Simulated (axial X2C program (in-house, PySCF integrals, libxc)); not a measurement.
# WBr: bond curves with and without spin–orbit coupling, part 2 of 2

Computed with an in-house X2C program for linear molecules on PySCF integrals; all-electron X2C, W dyall-cv3z, Br dyall-cv3z. The steps go on from the part before.

### Step 11. PBE0, 2c

State followed: Ω = 5/2 (excess of +ω over −ω: ω = 5/2). The scan is laid around 2.413 Å, a first estimate of the minimum, and this SCF restarts from the orbitals of the search.

The SCF at the reference distance of 2.413 Å:

```text
two-component X2C + atomic mean field  PBE0
basis functions 287  fitting functions 1468  grid points 5801
iter        total energy     max residual
   1     -18747.466619437     1.71e-05
   2     -18747.466619467     9.96e-06
   3     -18747.466619474     6.67e-06
   4     -18747.466619482     2.94e-06
   5     -18747.466619483     9.86e-07
converged
one-electron -26892.31645181  Coulomb 8013.10641715  exact exchange -103.64186665  xc functional -317.60850744  nuclear repulsion 567.99377384  atomic mean-field constant -14.99998457
```

Along the bond, energies from the lowest point:

```
R (Å)  E (eV)  μ (D)  HOMO (eV)  LUMO (eV)  iterations
2.099  1.0375  -1.79      -5.14      -2.19          15
2.196  0.4240  -2.19      -5.35      -2.26          14
2.268  0.1664  -2.50      -5.50      -2.41          13
2.341  0.0355  -2.81      -5.66      -2.56          13
2.413  0.0000  -3.13      -5.81      -2.71           5
2.498  0.0464  -3.51      -5.97      -2.89          13
2.582  0.1598  -3.88      -6.13      -3.08          13
2.691  0.3693  -4.37      -6.31      -3.31          13
2.823  0.6801  -4.94      -6.50      -3.58          13
3.016  1.1679  -5.71      -6.67      -3.94          15
3.282  1.8026  -6.51      -6.72      -4.35          16
3.619  2.4282  -6.66      -6.78      -4.66          17
```

Dipoles are positive if Br is the positive end.

Outer spinors at the reference distance:

```csv
ω,occupied,ε (eV),atomic character,λ mixture
-7/2,yes,-35.32,100% W f,100% φ
1/2,yes,-21.51,"74% Br s, 8% W d, 8% W p",100% σ
-1/2,yes,-21.46,"75% Br s, 8% W d, 8% W p",100% σ
1/2,yes,-9.94,"71% Br p, 12% W d, 11% W s","99% σ, 1% π"
-1/2,yes,-9.64,"78% Br p, 10% W d, 6% W s","97% σ, 3% π"
-1/2,yes,-8.97,"64% Br p, 28% W d, 3% W f","98% π, 2% σ"
3/2,yes,-8.68,"63% Br p, 29% W d, 3% W f",100% π
1/2,yes,-8.46,"79% Br p, 10% W d, 5% W f","99% π, 1% σ"
-3/2,yes,-8.16,"79% Br p, 10% W d, 5% W f",100% π
1/2,yes,-6.79,"60% W s, 33% W d, 4% W p",100% σ
-3/2,yes,-6.68,99% W d,"99% δ, 1% π"
-1/2,yes,-6.13,"70% W d, 19% Br p, 6% W p","98% π, 2% σ"
5/2,yes,-6.10,100% W d,100% δ
3/2,yes,-5.81,"70% W d, 20% Br p, 5% W p","99% π, 1% δ"
1/2,no,-2.71,"41% W d, 35% W p, 11% Br p","98% σ, 2% π"
-1/2,no,-2.33,"77% W s, 11% W d, 8% W p","99% σ, 1% π"
-1/2,no,-1.13,"64% W p, 27% W d, 4% Br p","62% π, 38% σ"
-1/2,no,-0.93,"53% W p, 35% W d, 6% Br p","62% σ, 38% π"
```

PBE0 fields in the half plane through the axis: z from -2.4 to 4.8 Å across, distance from the axis 0.15 to 2.25 Å upwards; W lies at z = 0 and Br at z = 2.413 Å; the ELF is damped to zero where the density is low.

log10 density (e/bohr³). Ten even steps from '0' (-4.73 ) to '9' (1.80 ):
```
1112222222222222222211100
1122333333333333333222110
1223334444333334443332210
1223344444444444444433211
1233445555544455555443221
1233455666555556665543321
1233456777655566766544321
1223457898755568986554321
```

ELF. Ten even steps from '0' (0.00 ) to '9' (0.85 ):
```
0012344432110001121000000
0024566543210123444210000
0135677644321246776531000
0135676544322468998752100
0023566544323689999864100
0001346666524887579985200
0000037535625852425986200
0000036535525828282886310
```

Re = 2.410 Å, ωe = 258.8 cm⁻¹, ωexe = 0.554 cm⁻¹, Be = 0.05258 cm⁻¹, De = 3.51 eV, μ = -3.12 D.

### Step 12. HF, 2c

Output at 2.413 Å:

```text
two-component X2C + atomic mean field  HF
basis functions 287  fitting functions 1468  grid points 5801
iter        total energy     max residual
   1     -18740.783711989     9.88e-01
   2     -18740.838628537     2.01e-02
   3     -18740.840356868     2.23e-02
   4     -18740.842501152     1.74e-03
   5     -18740.842730084     9.90e-04
   6     -18740.842810797     7.33e-04
   7     -18740.842863426     4.93e-04
   8     -18740.842897118     2.81e-04
   9     -18740.842908891     1.43e-04
  10     -18740.842911866     7.41e-05
  11     -18740.842912984     2.46e-05
  12     -18740.842913130     1.33e-05
  13     -18740.842913144     1.01e-05
  14     -18740.842913150     5.11e-06
  15     -18740.842913151     2.29e-06
converged
one-electron -26894.31651630  Coulomb 8015.34173463  exact exchange -414.86192075  xc functional 0.00000000  nuclear repulsion 567.99377384  atomic mean-field constant -14.99998457
```

Re = 2.495 Å, ωe = 238.3 cm⁻¹, ωexe = 0.481 cm⁻¹, Be = 0.04903 cm⁻¹, De = 2.30 eV, μ = -4.31 D.

### Step 13. BLYP, 2c

The SCF at the reference distance of 2.413 Å:

```text
two-component X2C + atomic mean field  BLYP
basis functions 287  fitting functions 1468  grid points 5801
iter        total energy     max residual
   1     -18749.035098555     2.95e-01
   2     -18749.044679526     1.85e-02
   3     -18749.037629058     3.53e-02
   4     -18749.047919162     1.69e-03
   5     -18749.047811340     2.82e-03
   6     -18749.048043412     3.05e-04
   7     -18749.048045025     5.22e-05
   8     -18749.048045047     3.06e-05
   9     -18749.048045072     8.12e-06
  10     -18749.048045073     4.87e-06
converged
one-electron -26889.52618207  Coulomb 8010.21946416  exact exchange 0.00000000  xc functional -422.73511644  nuclear repulsion 567.99377384  atomic mean-field constant -14.99998457
```

Re = 2.440 Å, ωe = 243.1 cm⁻¹, ωexe = 0.583 cm⁻¹, Be = 0.05129 cm⁻¹, De = 3.43 eV, μ = -2.56 D.

### Step 14. PBE50, 2c

The SCF at the reference distance of 2.413 Å:

```text
two-component X2C + atomic mean field  PBE50
basis functions 287  fitting functions 1468  grid points 5801
iter        total energy     max residual
   1     -18747.273670358     3.29e-01
   2     -18747.280231540     1.12e-02
   3     -18747.279676512     1.76e-02
   4     -18747.281138151     8.81e-04
   5     -18747.281149010     6.20e-04
   6     -18747.281153683     9.75e-05
   7     -18747.281154382     3.13e-05
   8     -18747.281154497     2.09e-05
   9     -18747.281154531     1.32e-05
  10     -18747.281154542     8.13e-06
  11     -18747.281154546     3.86e-06
  12     -18747.281154546     1.80e-06
converged
one-electron -26894.55373907  Coulomb 8015.44911111  exact exchange -207.35341501  xc functional -213.81690084  nuclear repulsion 567.99377384  atomic mean-field constant -14.99998457
```

No constants are quoted: the solution changes its character somewhere along the scan, so the fit is set aside.

### Step 15. LDA, 2c

The SCF at the reference distance of 2.413 Å:

```text
two-component X2C + atomic mean field  LDA
basis functions 287  fitting functions 1468  grid points 5801
iter        total energy     max residual
   1     -18733.972663198     1.75e+00
   2     -18733.993620205     2.24e-02
   3     -18733.986119714     3.51e-02
   4     -18733.996876456     2.46e-03
   5     -18733.996555913     4.04e-03
   6     -18733.997042168     4.39e-04
   7     -18733.997043874     1.33e-04
   8     -18733.997044153     3.68e-05
   9     -18733.997044197     4.20e-06
  10     -18733.997044198     9.96e-07
converged
one-electron -26889.22337689  Coulomb 8009.78984750  exact exchange 0.00000000  xc functional -407.55730407  nuclear repulsion 567.99377384  atomic mean-field constant -14.99998457
```

Re = 2.361 Å, ωe = 272.2 cm⁻¹, ωexe = 0.602 cm⁻¹, Be = 0.05474 cm⁻¹, De = 4.16 eV, μ = -2.29 D.

### Step 16. MP2, 2c

Correlated methods: 27 electrons correlated (frozen shells, counted by type: W 5 s, 4 p, 2 d; Br 3 s, 2 p, 1 d), 329 virtual spinors in MP2.

MP2: Re = 2.405 Å, ωe = 262.4 cm⁻¹, Be = 0.05275 cm⁻¹, De = 3.39 eV.

### Step 17. A higher determinant, 2c

State: Ω = 3/2 (excess of +ω over −ω: ω = 1/2, ω = -3/2, ω = 5/2).

Output at the reference distance:

```text
two-component X2C + atomic mean field  PBE0
basis functions 287  fitting functions 1468  grid points 5801
iter        total energy     max residual
   1     -18747.435612450     5.63e-06
   2     -18747.435612454     3.79e-06
   3     -18747.435612455     2.91e-06
converged
one-electron -26889.06032746  Coulomb 8009.81820191  exact exchange -103.62695197  xc functional -317.56032421  nuclear repulsion 567.99377384  atomic mean-field constant -14.99998457
```

```
R (Å)  E above the lowest PBE0 point (eV)
2.099                               2.059
2.196                               1.397
2.268                               1.099
2.341                               0.925
2.413                               0.844
2.498                               0.835
2.582                               0.894
2.691                               1.034
2.823                               1.265
```

Re = 2.463 Å, ωe = 229.6 cm⁻¹, ωexe = 0.527 cm⁻¹, Be = 0.05032 cm⁻¹, μ = -1.13 D. Te = 0.83 eV.

State: Ω = 1/2 (excess of +ω over −ω: ω = 1/2).

Output at the reference distance:

```text
two-component X2C + atomic mean field  PBE0
basis functions 287  fitting functions 1468  grid points 5801
iter        total energy     max residual
   1     -18747.429321086     1.66e-05
   2     -18747.429321124     1.26e-05
   3     -18747.429321133     1.11e-05
   4     -18747.429321147     8.57e-06
   5     -18747.429321158     4.76e-06
   6     -18747.429321160     2.87e-06
   7     -18747.429321162     1.33e-06
converged
one-electron -26887.72932601  Coulomb 8008.38227894  exact exchange -103.59077518  xc functional -317.48528818  nuclear repulsion 567.99377384  atomic mean-field constant -14.99998457
```

```
R (Å)  E above the lowest PBE0 point (eV)
2.099                               1.814
2.196                               1.286
2.268                               1.086
2.341                               1.005
2.413                               1.015
2.498                               1.107
2.582                               1.259
2.691                               1.508
2.823                               1.850
```

Re = 2.367 Å, ωe = 273.0 cm⁻¹, ωexe = 0.6 cm⁻¹, Be = 0.05448 cm⁻¹, μ = -2.21 D. Te = 1.00 eV.

### Step 18. The 2c curves together

Energy (eV) of the followed determinant, 2c, from each level's lowest point:

```
R (Å)   PBE0     HF    MP2   BLYP  PBE50 (jumps)    LDA
2.099  1.038  1.588  1.021  1.153          1.060  0.765
2.196  0.424  0.785  0.414  0.507          0.435  0.261
2.268  0.166  0.406  0.159  0.222          0.171  0.072
2.341  0.036  0.170  0.032  0.063          0.037  0.000
2.413  0.000  0.043  0.000  0.000          0.000  0.015
2.498  0.046  0.000  0.052  0.014          0.047  0.112
2.582  0.160  0.039  0.172  0.095          0.164  0.266
2.691  0.369  0.172  0.394  0.264          0.380  0.517
2.823  0.680  0.413  0.724  0.526          0.703  0.863
3.016  1.168  0.839  1.250  0.945          1.214  1.379
3.282  1.803  1.452  1.967  1.494          1.894  2.021
3.619  2.428  2.164  2.776  2.058          2.581  2.650
```

Time for the job: 41 min (2 threads, shared host).

### Step 19. Constants

What follows sums up all 2 parts.

Lowest determinant that the search found at its distance, spin-free: M_S = 5/2, Λ = 0 (beyond closed shells: σα, π+α, π-α, δ+α, δ-α).

Lowest determinant that the search found at its distance, 2c: Ω = 5/2 (excess of +ω over −ω: ω = 5/2).

```json
{"Hamiltonian": "spin-free", "level": "PBE0", "Re (Å)": "2.410", "ωe (cm⁻¹)": "259.2", "De (eV)": "3.62", "μ (D)": "-3.14"}
{"Hamiltonian": "spin-free", "level": "HF", "Re (Å)": "2.496", "ωe (cm⁻¹)": "238.4", "De (eV)": "2.46", "μ (D)": "-4.35"}
{"Hamiltonian": "spin-free", "level": "MP2", "Re (Å)": "2.406", "ωe (cm⁻¹)": "262.8", "De (eV)": "3.53", "μ (D)": "n/a"}
{"Hamiltonian": "spin-free", "level": "BLYP", "Re (Å)": "2.440", "ωe (cm⁻¹)": "244.0", "De (eV)": "3.64", "μ (D)": "-2.58"}
{"Hamiltonian": "spin-free", "level": "LDA", "Re (Å)": "2.362", "ωe (cm⁻¹)": "272.9", "De (eV)": "4.32", "μ (D)": "-2.31"}
{"Hamiltonian": "2c", "level": "PBE0", "Re (Å)": "2.410", "ωe (cm⁻¹)": "258.8", "De (eV)": "3.51", "μ (D)": "-3.12"}
{"Hamiltonian": "2c", "level": "HF", "Re (Å)": "2.495", "ωe (cm⁻¹)": "238.3", "De (eV)": "2.30", "μ (D)": "-4.31"}
{"Hamiltonian": "2c", "level": "MP2", "Re (Å)": "2.405", "ωe (cm⁻¹)": "262.4", "De (eV)": "3.39", "μ (D)": "n/a"}
{"Hamiltonian": "2c", "level": "BLYP", "Re (Å)": "2.440", "ωe (cm⁻¹)": "243.1", "De (eV)": "3.43", "μ (D)": "-2.56"}
{"Hamiltonian": "2c", "level": "LDA", "Re (Å)": "2.361", "ωe (cm⁻¹)": "272.2", "De (eV)": "4.16", "μ (D)": "-2.29"}
```

Dipoles are positive if Br is the positive end. No constants: spin-free PBE50 (the solution changes its character somewhere along the scan, so the fit is set aside); 2c PBE50 (the solution changes its character somewhere along the scan, so the fit is set aside).

Time per point (s) on 2 threads, shared host (2c runs); the times are rough: PBE0 5.4, HF 4.4, MP2 6.9, BLYP 2.3, LDA 1.7.

What this shows: At MP2, going from spin-free to two-component changes Re by 0 mÅ, ωe by -0.1 %, which is small (part of it comes from the scalar share of the two-electron terms). De moves by -0.14 eV; both De rest on single-determinant atoms, which can miss part of an open shell's spin–orbit lowering.

De refers to W + Br, each in the lowest determinant found, which need not be this curve's own limit. The state is a single determinant with fixed occupations, the lowest that a limited PBE0 search found. De is counted from the lowest determinant-based energies of the atoms at the same level, without counterpoise correction. Density functionals use the spin component along the axis (collinear). With several unpaired electrons one determinant need not be a pure state.
